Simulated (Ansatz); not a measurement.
# AlNi2: the cost of one run

Method: DFT PBEsol, scalar-relativistic, plane waves, PAW, in Ansatz 0.2.0.

1 further run of the same task is left out (set aside as unsound or not needed).

### Step 1. The starting structure

The structure is trigonal, space group P-3m1 (No. 164). Conventional cell: a = 3.975 Å, b = 3.975 Å, c = 4.906 Å, α = 90.00°, β = 90.00°, γ = 120.00°. Around Al (site symmetry 3m) lie 8 Ni at 2.37 to 2.48 Å. Ni (site symmetry 3m) has 5 Al at 2.37 to 2.48 Å and 3 Ni at 2.47 Å as nearest neighbours. Ni (site symmetry -3m) has 8 Ni at 2.45 to 2.47 Å and 6 Al at 2.75 Å as nearest neighbours. Ni (site symmetry -3m) has 8 Ni at 2.45 to 2.76 Å and 6 Al at 2.48 Å as nearest neighbours.

As a file:

```
Al Ni
1.0
     3.97490    0.00000    0.00000
    -1.98745    3.44236    0.00000
     0.00000    0.00000    4.90604
Al Ni
2 4
Cartesian
  0.0000 2.2949 0.9448
  1.9874 1.1475 3.9612
  0.0000 2.2949 3.3731
  1.9874 1.1475 1.5330
  0.0000 0.0000 2.4530
  0.0000 0.0000 0.0000
```

It goes back to an entry of the Materials Project, which need not be the stable form.

This cell was relaxed beforehand with the same method: volume 11.19 Å³/atom, gap on the mesh none (metal).

### Step 2. Electronic structure at the relaxed geometry

File input.yaml:

```yaml
crystal:
  lattice:
    - [3.974898953, 0.0, 0.0]
    - [-1.9874494765, 3.4423634708, 0.0]
    - [0.0, 0.0, 4.906044428]
  atoms:
    - { symbol: Al, position: [0.3333333333, 0.6666666667, 0.1925788634] }
    - { symbol: Al, position: [0.6666666667, 0.3333333333, 0.8074211366] }
    - { symbol: Ni, position: [0.3333333333, 0.6666666667, 0.6875372673] }
    - { symbol: Ni, position: [0.6666666667, 0.3333333333, 0.3124627327] }
    - { symbol: Ni, position: [0.0, 0.0, 0.5] }
    - { symbol: Ni, position: [0.0, 0.0, 0.0] }
basis:
  ecutwfc: 420
kpoints:
  mp_grid: { grid: [12, 12, 8] }
  band_path:
    path:
      - [[0.0, 0.0, 0.0], [0.5, 0.0, 0.0], [0.33333333, 0.33333333, 0.0], [0.0, 0.0, 0.0], [0.0, 0.0, 0.5], [0.5, 0.0, 0.5], [0.33333333, 0.33333333, 0.5], [0.0, 0.0, 0.5]]
      - [[0.5, 0.0, 0.5], [0.5, 0.0, 0.0]]
      - [[0.33333333, 0.33333333, 0.5], [0.33333333, 0.33333333, 0.0]]
    npoints: 14
hamiltonian:
  xc: pbesol
scf:
  occupations: { method: gaussian, width: 0.1 }
  n_extra_bands: 15
output:
  forces: true
  stress: true
  eigenvalues: true
  populations: true
  dos: { projected: true, de: 0.02, nscf_kmesh: { grid: [18, 18, 12] } }
  bader: true
  write_density: true
  write_potential: true
  elf: true
  volumetric_format: npy
```

Command:

```
ansatz run input.yaml --threads 1 --pin off --max-ram 2560MiB --backend cpu --events-out ev --progress --plain --runs-dir out
```

What time and memory should one allow on 1 thread of Intel Xeon at 2.50GHz (Skylake/Cascade Lake), shared host?

About 5.4 min, with a peak of 0.97 GiB.
